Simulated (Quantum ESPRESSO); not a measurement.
The system is MgS.

```
Mg S
1.0
     0.00000    2.60165    2.60165
     2.60165    0.00000    2.60165
     2.60165    2.60165    0.00000
Mg S
1 1
Direct
  0.99750 0.99680 0.00310
  0.50250 0.50320 0.49690
```

Base run:

* Program: Quantum ESPRESSO 7.5
* Functional: SOGGA
* Potentials or basis: GBRV 1.5 LDA
* Cutoff: 612 eV
* Density cutoff: 4898 eV
* k mesh: 9 × 9 × 9
* Occupations: gaussian, width 0.2 eV
* Spin: no spin polarisation

Its results: band gap on the k mesh 2.86 eV, indirect (least direct gap 3.57 eV); pressure -2.0 GPa; largest force 0.084 eV/Å.

**Question.** The run is repeated on the same cell with these changes: functional from SOGGA to PW91; potentials or basis from GBRV 1.5 LDA to PseudoDojo 0.4.1 SR LDA standard; cutoff from 612 eV to 1143 eV; density cutoff from 4898 eV to 4572 eV. What comes out?

**Answer.** Band gap on the k mesh 3.02 eV, indirect (least direct gap 3.77 eV); pressure 0.8 GPa; largest force 0.114 eV/Å.

Caveats: the potentials were made for another functional, which shifts forces and pressure; an odd mesh through Γ misses points on the zone boundary, where band edges often lie; SOGGA exchange is joined with the correlation of PBE here (some runs).
